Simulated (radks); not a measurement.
# Taking charge from the 6s level of Ho⁺ in fractions

What happens to E and to the 6s eigenvalue of Ho⁺ when a fraction of an electron is removed? The exact functional would give straight lines between whole numbers for a frontier level.

Method: scalar-relativistic Kohn-Sham, PBEsol, spin-polarised, spherical densities, point nucleus; open shells are filled with parallel spins first. Code: radks (a radial shooting solver on a logarithmic mesh, Libxc functionals) version 1.

## 1. Starting point

* element: holmium (Z = 67)
* charge: +1
* electrons: 66
* configuration: [Xe] 4f11 6s(up 1, down 0)

A shell typed twice in an input gives spin up, then spin down.

## 2. Start: [Xe] 4f11 6s(up 1, down 0)

Settings of this run:

```text
Z 67
configuration [Xe] 4f11 6s1 6s0
relativity scalar-relativistic
functional pbe_sol,pbe_sol
spin polarised
nucleus point
c 137.035999084
```

## 3. 0.25 electron removed from 6s

Settings of this run:

```text
Z 67
configuration [Xe] 4f11 6s0.75 6s0
relativity scalar-relativistic
functional pbe_sol,pbe_sol
spin polarised
nucleus point
c 137.035999084
```

## 4. 0.5 electron removed from 6s

Settings of this run:

```text
Z 67
configuration [Xe] 4f11 6s0.5 6s0
relativity scalar-relativistic
functional pbe_sol,pbe_sol
spin polarised
nucleus point
c 137.035999084
```

## 5. 0.75 electron removed from 6s

Settings of this run:

```text
Z 67
configuration [Xe] 4f11 6s0.25 6s0
relativity scalar-relativistic
functional pbe_sol,pbe_sol
spin polarised
nucleus point
c 137.035999084
```

## 6. 1 electron removed from 6s

Settings of this run:

```text
Z 67
configuration [Xe] 4f11 6s0 6s0
relativity scalar-relativistic
functional pbe_sol,pbe_sol
spin polarised
nucleus point
c 137.035999084
```

Q: Predict the outcome of this session. Wanted: for each run, removed; E − E(0); eigenvalue; E minus straight line.

The runs gave:

| removed (e) | E − E(0) (eV) | eigenvalue (eV) | E minus straight line (eV) |
| --- | --- | --- | --- |
| 0 | 0.000 | -9.367 | 0.000 |
| 0.25 | 2.504 | -10.676 | -0.491 |
| 0.5 | 5.335 | -11.980 | -0.655 |
| 0.75 | 8.492 | -13.291 | -0.494 |
| 1 | 11.982 | -14.581 | 0.000 |

Removing the whole electron costs 11.982 eV, against 9.367 eV from minus the starting eigenvalue. Slater's transition state, half an electron removed, gives 11.980 eV. The trapezoid integral of minus the eigenvalue gives 11.980 eV over the range, against 11.982 eV from the energies (Janak's theorem; approximate here, since the scalar-relativistic density holds large components alone). The eigenvalue moves by 5.21 eV per electron. E bends below the straight line by 0.66 eV at 0.5 electron removed. NIST lists 11.78 eV (semi-empirical) for the ionisation energy of Ho⁺.
